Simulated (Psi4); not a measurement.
**SiH2Br2 (dibromosilane), step by step**

Aim: a structure relaxation (HF-3c/MINIX), then vibrational wavenumbers (HF-3c/MINIX), then the energy (CCSD(T)/cc-pVDZ) of SiH2Br2 (dibromosilane). 

The calculation is run with Psi4 1.11.

### 1 Starting point

The species is SiH2Br2 (5 atoms), meant as a singlet with charge 0. SMILES: `Br[SiH2]Br`. All atoms were displaced at random from a relaxed shape. The run starts from this shape.

Bond lengths: Br1–Si2 2.251 Å, Si2–Br3 2.187 Å, Si2–H4 1.476 Å, Si2–H5 1.459 Å. Angles: Br1–Si2–Br3 112.2°, Br1–Si2–H4 108.0°, Br1–Si2–H5 109.0°, Br3–Si2–H4 108.0°, Br3–Si2–H5 107.8°, H4–Si2–H5 111.9°.

### 2 A geometry optimisation at HF-3c/MINIX (density fitting) (run 1)

Input file br2h2si.sdf:

```

     RDKit          3D

  5  4  0  0  0  0  0  0  0  0999 V2000
   -1.6786   -1.2640    0.3531 Br  0  0  0  0  0  0  0  0  0  0  0  0
    0.1729   -0.0185    0.0588 Si  0  0  0  0  0  4  0  0  0  0  0  0
   -0.2450    1.8424   -1.0113 Br  0  0  0  0  0  0  0  0  0  0  0  0
    1.1283   -0.8034   -0.7480 H   0  0  0  0  0  0  0  0  0  0  0  0
    0.7224    0.3319    1.3636 H   0  0  0  0  0  0  0  0  0  0  0  0
  2  1  1  0
  3  2  1  0
  4  2  1  0
  5  2  1  0
M  END
$$$$
```

Input file job.py:

```python
import psi4
from rdkit import Chem

psi4.set_memory(1600000000)
psi4.set_num_threads(1)
psi4.set_output_file('output.dat', False)

rd = Chem.SDMolSupplier('br2h2si.sdf', removeHs=False, sanitize=False)[0]
xyz = rd.GetConformer().GetPositions()
atoms = '\n'.join(f'{a.GetSymbol()} {x:.4f} {y:.4f} {z:.4f}' for a, (x, y, z) in zip(rd.GetAtoms(), xyz))
m = psi4.geometry('0 1\n' + atoms + '\nsymmetry c1')

psi4.set_options({
    'geom_maxiter': 60,
})

e, wfn = psi4.optimize('hf-3c', return_wfn=True)
print(f'hf-3c energy: {e:.10f} Eh')
print(m.to_string(dtype='xyz', units='Angstrom'))
```

The run is started by

```sh
$ python job.py
```

output.dat:

```text
[...]
  Running in c1 symmetry.
[...]
  Nuclear repulsion =  444.628316160772840
[...]
  Multiplicity = 1
[...]
  Nalpha       = 43
  Nbeta        = 43
[...]
    Number of basis functions: 80
[...]
   @DF-RHF iter   1: -5432.45240723048482   -3.79095e+00   1.90287e-02 DIIS/ADIIS
[...]
   @DF-RHF iter   6: -5432.89340337939666   -1.63709e-11   9.71345e-09 DIIS
[...]
  @DF-RHF Final Energy: -5432.89340337939666
   => Energetics <=
    Nuclear Repulsion Energy =            446.5188949898102919
    One-Electron Energy =               -8456.2722489672432857
    Two-Electron Energy =                2576.8614982489575596
    Total Energy =                      -5432.8934033793966591
[...]
  -Total Gradient:
     Atom            X                  Y                   Z
    ------   -----------------  -----------------  -----------------
       1       -0.000008836380     0.000007877070     0.000009418738
       2        0.000007973863    -0.000022155601    -0.000076001982
       3       -0.000007010747    -0.000004321058     0.000001877668
       4       -0.000010638335     0.000035860422     0.000052868127
       5        0.000018511497    -0.000017260465     0.000011837427
[...]
    Final optimized geometry and variables:
    Molecular point group: c1
    Full point group: C1
    Geometry (in Angstrom), charge = 0, multiplicity = 1:
    BR          -0.883638605042    -1.481416337077     0.616956169444
    SI           0.961864714045    -0.283425599083     0.334831644817
    BR           0.499007244333     1.594752239923    -0.750854887301
    H            1.915476214331    -1.074790211251    -0.481426515356
    H            1.502229265016     0.067766326231     1.671617126967
[...]
```

The script printed:

```text
Optimizer: Optimization complete!
hf-3c energy: -5432.8934033794 Eh
5
0 1 Br2H2Si
Br                   -0.883638605042    -1.481416337077     0.616956169444
Si                    0.961864714045    -0.283425599083     0.334831644817
Br                    0.499007244333     1.594752239923    -0.750854887301
H                     1.915476214331    -1.074790211251    -0.481426515356
H                     1.502229265016     0.067766326231     1.671617126967
```

It took 20 s on 1 thread of Intel Xeon Platinum 8259CL at 2.50GHz (Skylake/Cascade Lake), shared host; peak memory 0.33 GiB.

Steps, from the record of the run:

```tsv
step	energy from the first frame kept (eV)	largest force (eV/Å)
0	0.0000	0.8645
1	-0.0282	0.3501
2	-0.0305	0.0709
3	-0.0308	0.0229
4	-0.0308	0.0041
```

After the run. Bond lengths: Br1–Si2 2.218 Å, Si2–Br3 2.218 Å, Si2–H4 1.484 Å, Si2–H5 1.484 Å. Angles: Br1–Si2–Br3 110.2°, Br1–Si2–H4 108.5°, Br1–Si2–H5 108.4°, Br3–Si2–H4 108.4°, Br3–Si2–H5 108.5°, H4–Si2–H5 112.8°.

### 3 The harmonic vibrations at HF-3c/MINIX (run 2)

Input file job.dat:

```
memory 1600 mb

molecule system {
  0 1
  Br    -1.656175    -1.243681     0.352468
  Si     0.189328    -0.045691     0.070344
  Br    -0.273529     1.832487    -1.015343
  H      1.142940    -0.837055    -0.745915
  H      0.729693     0.305501     1.407129
  symmetry c1
}

set t 298.15
set rotational_symmetry_number 2
set scf_type pk

frequencies("hf-3c")
print_variables()
```

The run is started by

```sh
$ psi4 -n 1 job.dat job.out
```

job.out:

```text
[...]
  Running in c1 symmetry.
[...]
  Nuclear repulsion =  446.518941533354734
[...]
  Multiplicity = 1
[...]
  Nalpha       = 43
  Nbeta        = 43
[...]
    Number of basis functions: 80
[...]
   @RHF iter   1: -5432.45354440997926   -3.80410e+00   1.90323e-02 DIIS/ADIIS
[...]
  -Total Gradient:
     Atom            X                  Y                   Z
    ------   -----------------  -----------------  -----------------
       1       -0.000009978601    -0.000005342354     0.000016199611
       2       -0.000006782617    -0.000017906485    -0.000080677262
       3        0.000002570506     0.000006588965    -0.000002108376
       4       -0.000006900773     0.000033487499     0.000051207379
       5        0.000021091420    -0.000016827494     0.000015378596
[...]
   @RHF iter  10: -5432.89359733771380   -7.27596e-12   7.62317e-09 DIIS
[...]
  @RHF Final Energy: -5432.89359733771380
   => Energetics <=
    Nuclear Repulsion Energy =            446.5189415333547345
    One-Electron Energy =               -8456.2725171367856092
    Two-Electron Energy =                2576.8615259220400731
    Total Energy =                      -5432.8935973377147093
[...]
  ==> Harmonic Vibrational Analysis <==
[...]
  Freq [cm^-1]                 128.6984            426.2306            496.2787
[...]
  IR activ [km/mol]             1.1277             33.3239             134.2353
[...]
  Freq [cm^-1]                 599.8210            756.0387            921.4534
[...]
  IR activ [km/mol]            20.9941              0.0005             335.4335
[...]
  Freq [cm^-1]                1040.0235           2617.4562           2646.8003
[...]
  IR activ [km/mol]            123.7001             5.5499             11.3744
[...]
  Total E_0, Enthalpy at 0 [K]                                                        -5432.87165220 [Eh]
[...]
```

On the terminal:

```text
Warning: used thermodynamics relations inappropriate for low-frequency modes: ['128.6984' '426.2306' '496.2787' '599.8210']
```

Run time: 80 s. Hardware: 1 thread of Intel Xeon Platinum 8259CL at 2.50GHz (Skylake/Cascade Lake), shared host; peak memory 0.34 GiB.

### 4 The energy at CCSD(T)/cc-pVDZ (run 3)

Input file br2h2si.in:

```
memory 1600 mb

molecule molecule1 {
  Br    -1.656175    -1.243681     0.352468
  Si     0.189328    -0.045691     0.070344
  Br    -0.273529     1.832487    -1.015343
  H      1.142940    -0.837055    -0.745915
  H      0.729693     0.305501     1.407129
}

set {
  basis cc-pVDZ
  reference rhf
  scf_type pk
  freeze_core true
}

e, wfn = energy("ccsd(t)", return_wfn=True)
print_variables()
```

The run is started by

```sh
$ psi4 br2h2si.in br2h2si.out -n 1
```

br2h2si.out:

```text
[...]
  Running in c1 symmetry.
[...]
  Nuclear repulsion =  446.518941533354734
[...]
  Multiplicity = 1
[...]
  Nalpha       = 43
  Nbeta        = 43
[...]
    Number of basis functions: 82
[...]
   @RHF iter   1: -5434.76402743818016   -3.28663e+00   8.53714e-03 ADIIS/DIIS
[...]
   @RHF iter  10: -5434.95977460508766   -1.18234e-11   5.78137e-09 DIIS
[...]
  @RHF Final Energy: -5434.95977460508766
   => Energetics <=
    Nuclear Repulsion Energy =            446.5189415333547345
    One-Electron Energy =               -8457.3129074786047568
    Two-Electron Energy =                2575.8341913401632155
    Total Energy =                      -5434.9597746050876594
[...]
 Multipole Moments:
 ------------------------------------------------------------------------------------
     Multipole            Electronic (a.u.)      Nuclear  (a.u.)        Total (a.u.)
 ------------------------------------------------------------------------------------
 L = 1.  Multiply by 2.5417464519 to convert [e a0] to [Debye]
 Dipole X            :         -5.9156203            6.4661013            0.5504811
 Dipole Y            :          1.7431217           -1.9052716           -0.1621499
 Dipole Z            :         -2.0599685            2.2513799            0.1914114
 Magnitude           :                                                    0.6049466
[...]
      * MP2 total energy                      = -5435.312146149755790
[...]
      * CCSD total energy                     = -5435.344475244792193
[...]
      * CCSD(T) total energy                  = -5435.353133671092110
[...]
```

Run time: 4.2 min. Hardware: 1 thread of Intel Xeon Platinum 8259CL at 2.50GHz (Skylake/Cascade Lake), shared host; peak memory 0.47 GiB.

### 5 What came out

| quantity | value |
| --- | --- |
| run 1, HF-3c/MINIX: total energy at the end | -5432.89340 Eh |
| run 1, HF-3c/MINIX: dipole moment | 1.75 D |
| run 1, HF-3c/MINIX: HOMO energy | -11.41 eV |
| run 1, HF-3c/MINIX: LUMO energy | 3.98 eV |
| run 1, HF-3c/MINIX: HOMO–LUMO gap | 15.39 eV |
| run 2, HF-3c/MINIX: total energy | -5432.89360 Eh |
| run 2, HF-3c/MINIX: lowest harmonic wavenumber | 129 cm⁻¹ |
| run 2, HF-3c/MINIX: highest harmonic wavenumber | 2647 cm⁻¹ |
| run 2, HF-3c/MINIX: zero-point energy | 57.6 kJ/mol |
| run 2, HF-3c/MINIX: ideal-gas entropy at 298.15 K (symmetry number 2 as used) | 73.6 cal/(mol K) |
| run 3, CCSD(T)/cc-pVDZ: total energy | -5435.35313 Eh |
| run 3, CCSD(T)/cc-pVDZ: HOMO energy (Hartree–Fock orbitals) | -11.43 eV |
| run 3, CCSD(T)/cc-pVDZ: LUMO energy (Hartree–Fock orbitals) | 3.11 eV |
| run 3, CCSD(T)/cc-pVDZ: HOMO–LUMO gap (Hartree–Fock orbitals) | 14.54 eV |
| run 3, CCSD(T)/cc-pVDZ: correlation energy (23 core orbitals frozen) | -393.4 mEh |
| run 3, CCSD(T)/cc-pVDZ: (T) correction | -8.66 mEh |
| run 3, CCSD(T)/cc-pVDZ: T1 diagnostic | 0.007 |

The optimisation (run 1, HF-3c/MINIX) took 5 steps and changed the energy by -0.031 eV. All 9 modes (run 2, HF-3c/MINIX) are real, so the shape is a minimum at this level. The triples (run 3, CCSD(T)/cc-pVDZ) make up 2.2 % of the correlation energy.
